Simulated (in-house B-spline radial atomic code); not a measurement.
# Ar¹⁶⁺: RPA and G0W0 on different mean-field starts

Aim: see how far the highest quasi-particle level and the RPA correlation energy of Ar¹⁶⁺ depend on the orbitals that they are built on.

Method: RPA, second order, AC-SOSEX and G0W0 (contour deformation) on a non-relativistic mean field, all electrons; no spin-orbit coupling, Breit or QED terms. Code: an in-house B-spline radial atomic code, version 1.

## Step 1: What is computed

```
element               : argon (Z = 18)
charge                : +16
electrons             : 2
configuration         : 1s2
next ion, run as well : 1s1
Hamiltonian           : non-relativistic, point nucleus
starts                : Hartree-Fock, PBE, LDA (VWN5)
```

The outer shells:

Ar16+
```
1s [↑↓]
```

## Step 2: Hartree-Fock start

Input settings:

```ini
Z = 18
electrons = 2.0
configuration = 1s2
hamiltonian = nr
method = hf
lmax = 9
spin_polarised = False
box_radius = 4.78
intervals = 44
```

Started as:

```
$ python run_gw.py task.json out
```

The settings of every run stand in task.json; they run in order.

After this run come: PBE start; LDA (VWN5) start.

**Question.** What will these runs give? Wanted: highest level, mean field; highest level, G0W0; RPA correlation energy; RPA+SOSEX.

As calculated:

| quantity | value |
| --- | --- |
| highest level, mean field (range over the runs) | -4106.65 to -3982.54 eV |
| highest level, G0W0 (range over the runs) | -4106.50 to -4106.23 eV |
| RPA correlation energy | -0.09223 to -0.08973 hartree |
| RPA+SOSEX | -0.0461 to -0.0449 hartree |
| tabulated theoretical ionisation energy (1s shell) | 4120.7 eV (NIST Atomic Spectra Database, ionization energies) |
| G0W0 removal energy less that value | -14.4 to -14.2 eV |

**Reading.** Across the starts the mean-field level varies by 124 eV and the G0W0 level by 0.27 eV (0.22 % as much). Semilocal starts leave the level too high; G0W0 lowers it by 111 to 124 eV. RPA gives the most correlation on PBE and the least on Hartree-Fock (2.7 % apart). The tabulated theoretical ionisation energy is 4120.7 eV. G0W0 is off by about -14.4 eV (-0.35 %) in every run shown, whatever the start. Relativity, left out here, binds an s electron more tightly: it works in the direction of closing this gap. Read as a removal energy, the bare PBE level is off by -125 eV (-3.0 %) and the nearest bare level, Hartree-Fock's, by -14.0 eV. As differences of total energies the mean miss over the starts is 21 eV for mean field, 14 eV for RPA, 14 eV for RPA+SOSEX.
